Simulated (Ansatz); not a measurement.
# GeH (doublet): wave-function methods side by side, aug-cc-pVTZ

How much of the correlation energy of GeH (doublet) does each wave-function method recover here?

Computed with Ansatz 0.2.0, Gaussian basis. Level: aug-cc-pVTZ, core rule «outside noble gas», up to 14 orbitals frozen.

The runs, in order: UHF; CCSD(T) on ROHF; CCSD(T) on UHF; BCCD(T) on ROHF; CCSDT(Q) on ROHF; CCSDT(Q) on UHF; CASSCF and MRCISD+Q, 5 electrons in 5 orbitals; CASSCF and NEVPT2, 5 electrons in 5 orbitals.

7 further runs of the same task are left out: 2 that didn't finish, 5 set aside as unsound or not needed.

## Step 1: The geometry

The geometry is a PBE0/def2-TZVPD stationary point (not a proven minimum) of the parent state, kept for this charge and spin. No spin-orbit coupling is included. The filled d shell of Ge may be among the frozen orbitals whatever the setting's name suggests; the logs give the count.

2 atoms, charge 0, spin multiplicity 2.

Atoms are counted from 1 here; the program's logs count them from 0.

Bond lengths: Ge1–H2 1.633 Å.

## Step 2: UHF

in.yaml reads:

```yaml
crystal:
  periodic: [false, false, false]
  atoms:
    - {symbol: Ge, position_ang: [0.000000, 0.000000, 0.000000]}
    - {symbol: H, position_ang: [0.000000, 0.000000, 1.633171]}
basis:
  gaussian: {orbitals: aug-cc-pVTZ}
magnetization: {spin_polarized: true, initial_magnetization: 1}
hamiltonian: {xc: hf}
output: {orbitals: {seedname: orbitals}}
```

Launch:

```console
ansatz run in.yaml --threads 1 --pin off --events-out ev --progress --plain --max-ram 2393MiB
```

After this run come: CCSD(T) on ROHF; CCSD(T) on UHF; BCCD(T) on ROHF; CCSDT(Q) on ROHF; CCSDT(Q) on UHF; CASSCF and MRCISD+Q, 5 electrons in 5 orbitals; CASSCF and NEVPT2, 5 electrons in 5 orbitals.

Q: Predict the results of all the runs planned. Wanted: UCCSDT(Q) below the RHF energy; RMP2 from UCCSDT(Q); UMP2 from UCCSDT(Q); RCCSD from UCCSDT(Q); RCCSD(T) from UCCSDT(Q); UCCSD(T) from UCCSDT(Q); RCCSDT(Q) from UCCSDT(Q); NEVPT2 valence from UCCSDT(Q); MRCISD+Q valence from UCCSDT(Q).

As calculated:

| quantity | value |
| --- | --- |
| UCCSDT(Q) below the RHF energy | -2.8694 eV |
| RMP2 from UCCSDT(Q) | +650.3 meV |
| UMP2 from UCCSDT(Q) | +662.8 meV |
| RCCSD from UCCSDT(Q) | +100.4 meV |
| RCCSD(T) from UCCSDT(Q) | +23.1 meV |
| UCCSD(T) from UCCSDT(Q) | +19.6 meV |
| RCCSDT(Q) from UCCSDT(Q) | +3.7 meV |
| NEVPT2 valence from UCCSDT(Q) | +533.2 meV |
| MRCISD+Q valence from UCCSDT(Q) | +6.1 meV |
| levels within 1 kcal/mol (43 meV) | RCCSD(T), UCCSD(T), BCCD(T), RCCSDT, UCCSDT, RCCSDT(Q), MRCISD+Q valence |
| T1 diagnostic | 0.021 |
| effectively unpaired electrons | 1.03 |

**Reading.** RCCSD(T) lands +23.1 meV from the yardstick (0.8 % of the correlation energy). One determinant dominates. Of the multireference levels listed MRCISD+Q valence comes nearest in total energy (+6.1 meV), which doesn't show that its space is the better one. These misses are within one basis, not against nature; the frozen cores of restricted and unrestricted runs differ, which can shift their rows.
